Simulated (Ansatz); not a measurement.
A nudged elastic band was laid between two geometries of a periodic cell of 17 atoms, AlSi16 (host Si, host structure diamond, interstitial Al).

Theory: DFT PBEsol, scalar-relativistic, plane waves, PAW (Ansatz). Settings: PAW set soft_1, cutoff 420 eV, k mesh 2x2x2, gaussian smearing 0.05 eV, spin collinear.

* movable images: 5
* climbing image: yes
* spring: 5.0 eV/Å²
* optimiser: quadratic models (default)
* start path: IDPP
* force threshold: 0.05 eV/Å
* iteration limit: 59
* end points: relaxed

Initial state:

```xyz
17
Lattice="0.0000 5.4300 5.4300 5.4300 0.0000 5.4300 5.4300 5.4300 0.0000" Properties=species:S:1:pos:R:3
Si 0.030 -0.037 -0.033
Si 1.384 1.303 1.306
Si 2.751 2.672 -0.026
Si 4.121 4.039 1.306
Si 2.751 -0.030 2.676
Si 4.121 1.303 4.043
Si 5.453 2.672 2.676
Si 6.778 4.075 4.079
Si 0.055 2.672 2.676
Si 1.375 4.049 4.052
Si 2.751 5.369 2.676
Si 4.156 6.697 4.078
Si 2.751 2.672 5.372
Si 4.156 4.074 6.701
Si 5.466 5.387 5.391
Si 6.779 6.697 6.701
Al 8.184 8.099 8.103
```

Final state:

```xyz
17
Lattice="0.0000 5.4300 5.4300 5.4300 0.0000 5.4300 5.4300 5.4300 0.0000" Properties=species:S:1:pos:R:3
Si -0.040 0.039 -0.056
Si 1.368 1.440 1.272
Si 2.680 2.749 -0.038
Si 3.989 4.062 1.272
Si 2.696 0.035 2.675
Si 4.018 1.411 4.048
Si 5.394 2.734 2.675
Si 6.799 4.060 4.082
Si -0.040 2.767 2.672
Si 1.328 4.101 4.040
Si 2.662 5.469 2.672
Si 3.990 6.870 4.080
Si 2.671 2.758 5.383
Si 4.018 4.093 6.730
Si 5.393 5.466 5.407
Si 6.766 6.841 6.730
Al 10.825 5.465 8.106
```

(1) What changes between the two ends?

(2) Give the energies along the band, and the barrier.

(3) What is the geometry of the highest image?

## Answers

(1) Contacts lost: Si14–Al17, Si16–Al17. Contacts made: Si2–Al17, Si4–Al17. The atom that moves furthest is Al17, by 3.73 Å; four of its nearest neighbours are Si14 2.43, Si12 2.43, Si16 2.43, Si8 2.44 Å at the first end and Si4 2.43, Si2 2.43, Si12 2.43, Si8 2.43 Å at the last.

(2) The forces met the threshold. The highest image is number 4 of 0 to 6, 0.75 eV above the ends, which have the same energy within 2 meV. The profile has 2 maxima (images 1, 4) with wells between them (image 3): this band takes more than one step, which may be the mechanism or a detour left from its start path. By the program's own check the climbing image is of a kind that is not told: the force calls were inconclusive, a negative curvature could not be distinguished from the path's own, the only one lies far off the path, or fixed occupations may fill a level only in part (lowest curvatures found: -3.26 and 0.58 eV/Å²). Limits of this set-up: coarse k mesh, PAW files made for another functional, a small cell, in which the defect meets its images.

| image | path coordinate (Å) | energy (eV) | Si14–Al17 (Å) | Si16–Al17 (Å) | Si2–Al17 (Å) |
| --- | --- | --- | --- | --- | --- |
| 0 | 0.00 | 0.00 | 2.43 | 2.43 | 4.50 |
| 1 | 1.10 | 0.48 | 2.43 | 2.43 | 3.85 |
| 2 | 2.19 | 0.28 | 2.53 | 2.53 | 3.06 |
| 3 | 3.29 | 0.07 | 2.87 | 2.87 | 2.62 |
| 4 | 4.39 | 0.75 | 3.52 | 3.51 | 2.43 |
| 5 | 5.17 | 0.22 | 4.10 | 4.09 | 2.43 |
| 6 | 5.96 | 0.00 | 4.50 | 4.50 | 2.43 |

(3) 
```xyz
17
Lattice="0.0000 5.4300 5.4300 5.4300 0.0000 5.4300 5.4300 5.4300 0.0000" Properties=species:S:1:pos:R:3
Si 0.088 -0.090 -0.115
Si 1.441 1.498 1.238
Si 2.464 2.963 -0.230
Si 3.930 3.986 1.238
Si 2.695 0.097 2.641
Si 4.118 1.310 4.058
Si 5.330 2.732 2.641
Si 6.533 4.324 3.841
Si 0.093 2.856 2.830
Si 1.557 3.870 4.302
Si 2.571 5.334 2.830
Si 3.933 6.925 4.188
Si 2.924 2.504 5.665
Si 4.119 4.110 6.860
Si 5.335 5.522 5.437
Si 6.748 6.738 6.860
Al 10.155 6.132 7.474
```

Time of the run: 5.3 min on 2 threads of Arm Neoverse V2, on a shared host, peak memory 1.5 GiB.
